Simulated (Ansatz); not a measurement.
**Ti3PO2 (P-3m1): scan of one input key**

A script is to give a scan of one input key; the system is Ti3PO2 (P-3m1).

Program: the Python package of Ansatz 0.2.0. Level of theory: DFT PBE, plane waves, PAW. These are calculated values, not measurements.

## 1. The system

It takes space group P-3m1 (No. 164, trigonal). Conventional cell: a = 3.172 Å, b = 3.172 Å, c = 8.023 Å, α = 90.00°, β = 90.00°, γ = 120.00°. Ti (site symmetry 3m) has 3 O at 2.20 Å and 3 P at 2.47 Å in its first shell of neighbours. Around Ti (site symmetry -3m) lie 6 O at 2.16 Å. P (site symmetry -3m) is surrounded by 6 Ti at 2.47 Å. O (site symmetry 3m) has 6 Ti at 2.16 to 2.20 Å in its first shell of neighbours.

The script holds or builds the structure itself.

## 2. The script

edit_ti3po2.py reads:

```python
# -*- coding: utf-8 -*-
"""Keys set on an Input object, for Ti3PO2."""

import ansatz
from tabulate import tabulate

XC = "pbe"
CUTOFF = 470
K_SPACING = 0.26
OCCUPATIONS = "cold"
SIGMA = 0.05

cell = (
    ansatz.Lattice.of((3.17241, 0.0, 0.0), (-1.586205, 2.747388, 0.0), (0.0, 0.0, 8.022821))
    .atom("Ti", (1 / 3, 2 / 3, 0.706756))
    .atom("Ti", (2 / 3, 1 / 3, 0.293244))
    .atom("Ti", (0.0, 0.0, 0.0))
    .atom("P", (0.0, 0.0, 0.5))
    .atom("O", (1 / 3, 2 / 3, 0.142257))
    .atom("O", (2 / 3, 1 / 3, 0.857743))
)

calculation = (
    cell.calculation()
    .functional(XC)
    .pseudopotentials("paw")
    .basis(CUTOFF)
    .kpoints(spacing=K_SPACING)
    .occupations(OCCUPATIONS, width=SIGMA)
    .band_table()
)
typed = calculation.input()
rows = []
for value in [0.1, 0.3, 0.6]:
    edited = typed.set(ansatz.key.scf.mixing.beta, value)
    report = ansatz.Session.from_dict(edited).plan().execute().report
    rows.append((value, report["free_energy_ev"], report["n_iterations"], len(report["eigenvalues_ev"][0]) if "eigenvalues_ev" in report else 0))
print(tabulate(rows, headers=["beta", "F eV", "iterations", "bands listed"], floatfmt=".4f", tablefmt="simple"))
```

## 3. The run

Run with:

```console
> python edit_ti3po2.py
```

**Question.** What results will this script give? Wanted: last run but one, from the last.

As calculated:

| quantity | value |
| --- | --- |
| runs compared | 3 |
| last run but one, from the last | +0.00 meV/atom |
| within 5 meV/atom of the last run from | 0.1 |

In words: This key steers the way to self-consistency, not the converged energy. The cell holds an odd number of electrons and is run without spin, so a magnetic state may lie lower. The structure comes from a database of computed cells and needn't be a stable or known phase.
